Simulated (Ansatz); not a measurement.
**Boron, bcc under r²SCAN: ground state and equation of state**

What does r²SCAN give for boron in the bcc structure? We relax it, solve it on a dense k-mesh, switch on spin-orbit coupling, then scale the cell to 7 volumes from 88 to 112 % of the relaxed one and try a fit of the equation of state. The k-meshes are 18×18×18 for the relaxation; 31×31×31 for the dense run; 19×19×19 for spin-orbit coupling; 21×21×21 for the volumes.

Computed with Ansatz 0.2.0 (DFT r2SCAN, plane waves (500 eV) with PAW, scalar-relativistic; PBE-made PAW files, unless a step says otherwise).

## Step 1: The starting structure

The structure is cubic, space group Im-3m (No. 229). The conventional cell has a = 2.358 Å, b = 2.358 Å, c = 2.358 Å, α = 90.00°, β = 90.00°, γ = 90.00°. Around B (site symmetry m-3m) lie 8 B at 2.04 Å.

Coordinates:

```
B
1.0
    -1.17892    1.17892    1.17892
     1.17892   -1.17892    1.17892
     1.17892    1.17892   -1.17892
B
1
Direct
  0.00000 0.00000 0.00000
```

## Step 2: Geometry optimisation

input.yaml reads:

```yaml
crystal:
  lattice:
    - [-1.1789190289, 1.1789190289, 1.1789190289]
    - [1.1789190289, -1.1789190289, 1.1789190289]
    - [1.1789190289, 1.1789190289, -1.1789190289]
  atoms:
    - { symbol: B, position: [0.0, 0.0, 0.0] }
hamiltonian:
  xc: r2scan
  pseudopotentials:
    kind: paw
    azcp:
      B: "pseudopotentials/B.paw.azcp"
basis:
  ecutwfc: 500
  fft_grid_basis: typed
kpoints:
  mp_grid: { grid: [18, 18, 18], shift: [0, 0, 0] }
magnetization:
  spin_polarized: false
scf:
  occupations: { method: fermi_dirac, width: 0.1 }
relax:
  max_steps: 60
  f_tol: 0.01
  cell: {}
```

Started as:

```console
> ansatz run input.yaml --threads 1 --pin off --max-ram 3584MiB --backend cpu --events-out ev --progress --plain --runs-dir out
```

The runs that follow: Dense single point; A two-component run at the same geometry; Volume × 0.88; Volume × 0.92; Volume × 0.96; Volume × 1.0; Volume × 1.04; Volume × 1.08; Volume × 1.12.

What does the calculation give? Wanted: space group; conventional cell; volume; shortest distance; gap on the mesh; relative to alpha-rhombohedral; highest ELF outside the cores; V₀, B₀, B₀′.

**Answer**, as computed:

| quantity | value |
| --- | --- |
| space group (spins left aside) | Im-3m (No. 229) |
| conventional cell | a = 2.295 Å |
| volume | 6.043 Å³/atom |
| shortest distance | 1.987 Å |
| gap on the mesh | none (levels filled in part) |
| relative to alpha-rhombohedral (B12) | +1836 meV/atom |
| highest ELF outside the cores | 0.64, 0.99 Å from the nearest atom |
| V₀, B₀, B₀′ | 6.038 Å³/atom, 238 GPa, 4.6 |

The relaxation shrank the cell by 7.8 % in volume. Against the reference form of boron (alpha-rhombohedral (B12), computed apart with the same settings) it stands 1836 meV/atom higher, so it is far from stable. No gap shows: it is a metal or semimetal at this level. The total energy of the spin-orbit run (on a coarser mesh) lies +10 meV/atom from the scalar one; mesh and treatment of the core enter this figure, so it is no spin-orbit energy. B₀ comes out at 238 GPa. The symmetry was held, so the structure may be unstable against distortions that break it.
